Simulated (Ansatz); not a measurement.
**CH3ClIIn: how energies converge with the basis set**

Aim: see how fast density functionals converge with the basis set for CH3ClIIn.

Computed with Ansatz 0.2.0, Gaussian basis. Level: one geometry, several basis sets.

Levels to be run: PBE0-D4/def2-SVP; ωB97M-V/def2-SVP; PBE0-D4/def2-QZVPP; ωB97M-V/def2-QZVPP; the functionals' def2-TZVPP values are taken from earlier runs.

**1. Structure used throughout**

The geometry comes from an earlier relaxation with PBE0-D4 in a triple-zeta def2 set; it is a stationary point, not always the lowest conformer. In, I take the def2 core potential; no spin-orbit term is included.

SMILES `[CH3][In]([Cl])[I]`, 7 atoms, charge 0, spin multiplicity 1.

Atoms are counted from 1 here; the program's logs count them from 0.

Bond lengths: C1–In2 2.131 Å, C1–H5 1.090 Å, C1–H6 1.090 Å, C1–H7 1.089 Å, In2–Cl3 2.331 Å, In2–I4 2.651 Å. Angles: In2–C1–H5 108.9°, In2–C1–H6 108.9°, In2–C1–H7 109.3°, H5–C1–H6 109.1°, H5–C1–H7 110.3°, H6–C1–H7 110.3°, C1–In2–Cl3 121.3°, C1–In2–I4 126.0°, Cl3–In2–I4 112.6°.

**2. PBE0-D4 in def2-SVP**

in.yaml

```yaml
crystal:
  periodic: [false, false, false]
  atoms:
    - {symbol: C, position_ang: [-0.310726, 1.034291, 0.416142]}
    - {symbol: In, position_ang: [0.305078, -0.858281, -0.346223]}
    - {symbol: Cl, position_ang: [2.560956, -1.390139, -0.590229]}
    - {symbol: I, position_ang: [-1.296106, -2.828549, -1.107587]}
    - {symbol: H, position_ang: [-0.932088, 1.529920, -0.329332]}
    - {symbol: H, position_ang: [-0.896164, 0.876267, 1.321584]}
    - {symbol: H, position_ang: [0.569059, 1.636491, 0.635644]}
basis:
  gaussian: {orbitals: def2-SVP}
hamiltonian: {xc: pbe0, dispersion: d4}
output: {orbitals: {seedname: orbitals}}
```

Command:

```
> ansatz run in.yaml --threads 4 --pin off --events-out ev --progress --plain --max-ram 10444MiB
```

Further steps of the session: ωB97M-V in def2-SVP; PBE0-D4 in def2-QZVPP; ωB97M-V in def2-QZVPP.

Q: Predict the results of all the runs planned. Wanted: PBE0-D4: double and triple zeta above quadruple; ωB97M-V: double and triple zeta above quadruple.

The runs gave:

| quantity | value |
| --- | --- |
| PBE0-D4: double and triple zeta above quadruple | 6.54, 0.50 eV |
| ωB97M-V: double and triple zeta above quadruple | 6.58, 0.49 eV |

What this shows: For PBE0-D4 the step from double to triple zeta gains 6.04 eV and the next only 0.50 eV. Total energies overstate the basis error of differences, where much of it tends to cancel.
